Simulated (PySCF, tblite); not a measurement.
# C3H2ClF2O radical: geometry, infrared bands and EPR parameters

What infrared bands and EPR parameters should C3H2ClF2O radical (`FC1(F)O[CH][C@@H]1Cl`) show?

Programs: tblite 0.8.0 and PySCF 2.14.0, with density-fitted response routines of our own. Each step states its level of theory. These are calculated values for one molecule in the gas phase, unless marked as measured. Atoms count from 0, in the outputs and in this text.

## Step 1: Starting geometry

9 atoms, charge 0, multiplicity 2; geometry from: force field or distance geometry start.

Bonds of the start (Å): F0–C1 1.38, C1–F2 1.39, C1–O3 1.40, O3–C4 1.39, C4–C5 1.49, C5–Cl6 1.76, C5–C1 1.51, C4–H7 1.10, C5–H8 1.10.

## Step 2: Geometry optimisation with GFN2-xTB

Job settings and geometry (Å):

```
{"job": {"kind": "relax", "xc": "GFN2-xTB", "basis": "xTB"}, "charge": 0, "multiplicity": 2}
F     -0.383300    -1.525300    -0.571600
C     -0.489500    -0.545400     0.391200
F     -0.686500    -1.013100     1.682900
O     -1.352500     0.480100    -0.020300
C     -0.301400     0.892700    -0.839200
C      0.621300     0.470700     0.258300
Cl     2.137900    -0.299700    -0.204700
H     -0.212300     0.303400    -1.763000
H      0.679900     1.242600     1.041400
```

On the command line:

```sh
OMP_NUM_THREADS=1 python probes_run.py task.json out
```

This one command runs all jobs of the session in turn.

**Question.** This job is followed by: GFN2-xTB harmonic vibrations, gas phase; UKS B3LYP, pcH-1 on C Cl F H O, non-relativistic, mean-field spin-orbit, GIAO. Predict these results of the whole session: strongest single infrared mode (GFN2-xTB); zero-point energy (GFN2-xTB); g(iso) (B3LYP); ⟨S²⟩; largest a(iso); surface potential, 1st and 99th percentile.

As calculated:

```
                                 quantity                  value
strongest single infrared mode (GFN2-xTB)  1232 cm⁻¹, 150 km/mol
             zero-point energy (GFN2-xTB)          28.7 kcal/mol
                           g(iso) (B3LYP)                2.00313
                                     ⟨S²⟩     0.754 (exact 0.75)
                           largest a(iso)   13C on C4, 149.3 MHz
    surface potential, 1st and 99th percentile     -0.78 V and 1.58 V
```

What this shows: Over 41 steps the energy fell by 1.250 eV; of the close pairs, C1–F2 changed most, 1.388 to 1.341 Å. No mode is imaginary among the 21: a minimum at this level. The strongest single mode, at 1232 cm⁻¹, moves mainly C1. Unscaled tight-binding wavenumbers are off by several per cent, some by more. Its intensities can rank the bands wrongly. Most of the unpaired spin sits on C4 (0.85 e). The isotropic g lies 0.8 ppt above the free-electron value.
